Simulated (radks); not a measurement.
# The first electron to leave Lu¹¹⁺

Aim: remove one electron from each of the outer sub-shells of Lu¹¹⁺ ([Kr] 4d10 4f10 5s2 5p2) in turn, let the ion relax, and find the cheapest removal. The parent's configuration is the lowest that an earlier search found at this level.

Method: scalar-relativistic Kohn-Sham, BLYP, spin-polarised, spherical densities, finite nucleus; open shells are filled with parallel spins first. Code: radks (a radial shooting solver on a logarithmic mesh, Libxc functionals) version 1.

3 further runs of the same task are left out: 3 set aside as unsound or not needed.

## (1) What is computed

```
element            : lutetium (Z = 71)
charge             : +11
electrons          : 60
configuration      : [Kr] 4d10 4f10 5s2 5p2
nuclear rms radius : 5.37 fm
```

The outer shells:

Lu¹¹⁺
```
[Kr] core
4d [↑↓][↑↓][↑↓][↑↓][↑↓]
4f [↑↓][↑↓][↑↓][↑ ][↑ ][↑ ][↑ ]
5s [↑↓]
5p [↑ ][↑ ][  ]
```

## (2) The parent, Lu¹¹⁺

The parent was computed earlier with the same settings: E = -14524.223511 hartree. Its outer levels (eV):

```
  level  occupation  energy (eV)
  4d up           5      -411.20
4d down           5      -406.30
  5s up           1      -247.85
5s down           1      -243.01
  4f up           7      -223.69
4f down           3      -218.58
  5p up           2      -209.25
5p down           0      -204.68
```

## (3) Remove 5p: [Kr] 4d10 4f10 5s2 5p1

Settings of this run:

```text
Z 71
configuration [Kr] 4d10 4f10 5s2 5p1
relativity scalar-relativistic
functional b88,lyp
spin polarised
nucleus finite rms 5.37 fm
c 137.035999084
```

## (4) Remove 4f: [Kr] 4d10 4f9 5s2 5p2

Settings of this run:

```text
Z 71
configuration [Kr] 4d10 4f9 5s2 5p2
relativity scalar-relativistic
functional b88,lyp
spin polarised
nucleus finite rms 5.37 fm
c 137.035999084
```

## (5) Remove 5s: [Kr] 4d10 4f10 5s1 5p2

Settings of this run:

```text
Z 71
configuration [Kr] 4d10 4f10 5s1 5p2
relativity scalar-relativistic
functional b88,lyp
spin polarised
nucleus finite rms 5.37 fm
c 137.035999084
```

## (6) Remove 4d: [Kr] 4d9 4f10 5s2 5p2

Settings of this run:

```text
Z 71
configuration [Kr] 4d9 4f10 5s2 5p2
relativity scalar-relativistic
functional b88,lyp
spin polarised
nucleus finite rms 5.37 fm
c 137.035999084
```

**Question.** What will these runs give? Wanted: for each run, case; final configuration; Δ-SCF; −ε of the level emptied.

**Answer**, as computed:

| case | final configuration | Δ-SCF (eV) | −ε of the level emptied (eV) |
| --- | --- | --- | --- |
| remove 5p | [Kr] 4d10 4f10 5s2 5p1 | 218.85 | 209.25 |
| remove 4f | [Kr] 4d10 4f9 5s2 5p2 | 234.44 | 218.58 |
| remove 5s | [Kr] 4d10 4f10 5s1 5p2 | 253.21 | 243.01 |
| remove 4d | [Kr] 4d9 4f10 5s2 5p2 | 422.79 | 406.30 |

In words: Removal from 5p costs least (218.85 eV), ahead of 4f (234.44 eV). 5p is also the highest occupied level of the parent. NIST lists 238 eV (theoretical); its ground configuration differs from the one found lowest here for the parent and the ion. Open shells are spherical and high-spin; term and fine-structure splittings are not resolved. Spin-orbit splitting is averaged out at the scalar-relativistic level.
